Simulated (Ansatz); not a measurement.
# P: the cost of one run

Program: Ansatz 0.2.0. Level of theory: DFT PBEsol, scalar-relativistic, plane waves, PAW. These are calculated values, not measurements.

2 further runs of the same task are left out: 2 set aside as unsound or not needed.

## (1) The starting structure

The structure is tetragonal, space group P4/nmm (No. 129). The conventional cell has a = 9.200 Å, b = 9.200 Å, c = 7.400 Å, α = 90.00°, β = 90.00°, γ = 90.00°.

Coordinates:

```xyz
16
Lattice="0.0000 0.0000 -14.8000 9.2000 -9.2000 -7.4000 -9.2000 -9.2000 -7.4000" Properties=species:S:1:pos:R:3 pbc="T T T"
P     4.6000   -4.6000  -14.8000
P     4.6000   -4.6000   -7.4000
P    -4.6000   -4.6000  -14.8000
P    -4.6000   -4.6000   -7.4000
P     0.0000   -9.2000  -14.8000
P     0.0000   -9.2000   -7.4000
P     0.0000    0.0000   -7.4000
P     0.0000    0.0000    0.0000
P     0.0000   -4.6000  -10.1750
P     0.0000   -4.6000  -17.5750
P     0.0000  -13.8000  -17.5750
P     0.0000  -13.8000  -24.9750
P     4.6000   -9.2000  -12.0250
P     4.6000   -9.2000  -19.4250
P    -4.6000   -9.2000  -12.0250
P    -4.6000   -9.2000  -19.4250
```

It goes back to an entry of the Materials Project, which need not be the stable form.

It is built from the cell relaxed beforehand with the same method (156.58 Å³/atom).

## (2) The undisturbed cell

input.yaml reads:

```yaml
crystal:
  lattice:
    - [0.0, 0.0, -14.8]
    - [9.2, -9.2, -7.4]
    - [-9.2, -9.2, -7.4]
  atoms:
    - { symbol: P, position: [0.75, 0.5, 0.0], spin: 3.2 }
    - { symbol: P, position: [0.25, 0.5, 0.0], spin: 3.2 }
    - { symbol: P, position: [0.75, 0.0, 0.5], spin: 3.2 }
    - { symbol: P, position: [0.25, 0.0, 0.5], spin: 3.2 }
    - { symbol: P, position: [0.5, 0.5, 0.5], spin: 3.2 }
    - { symbol: P, position: [0.0, 0.5, 0.5], spin: 3.2 }
    - { symbol: P, position: [0.5, 0.0, 0.0], spin: 3.2 }
    - { symbol: P, position: [0.0, 0.0, 0.0], spin: 3.2 }
    - { symbol: P, position: [0.4375, 0.25, 0.25], spin: 3.2 }
    - { symbol: P, position: [0.9375, 0.25, 0.25], spin: 3.2 }
    - { symbol: P, position: [0.4375, 0.75, 0.75], spin: 3.2 }
    - { symbol: P, position: [0.9375, 0.75, 0.75], spin: 3.2 }
    - { symbol: P, position: [0.3125, 0.75, 0.25], spin: 3.2 }
    - { symbol: P, position: [0.8125, 0.75, 0.25], spin: 3.2 }
    - { symbol: P, position: [0.3125, 0.25, 0.75], spin: 3.2 }
    - { symbol: P, position: [0.8125, 0.25, 0.75], spin: 3.2 }
basis:
  ecutwfc: 420
kpoints:
  mp_grid: { grid: [2, 2, 2] }
hamiltonian:
  xc: pbesol
scf:
  occupations: { method: gaussian, width: 0.05 }
output:
  forces: true
  stress: true
  eigenvalues: true
  populations: true
magnetization:
  spin_polarized: true
```

The run is started by

```console
> ansatz run input.yaml --threads 2 --pin off --max-ram 5120MiB --backend cpu --events-out ev --progress --plain --runs-dir out
```

Q: Estimate wall time and peak memory on 2 threads of Intel Xeon Platinum 8488C (Sapphire Rapids), shared host.

About 92 s, with a peak of 3.8 GiB.
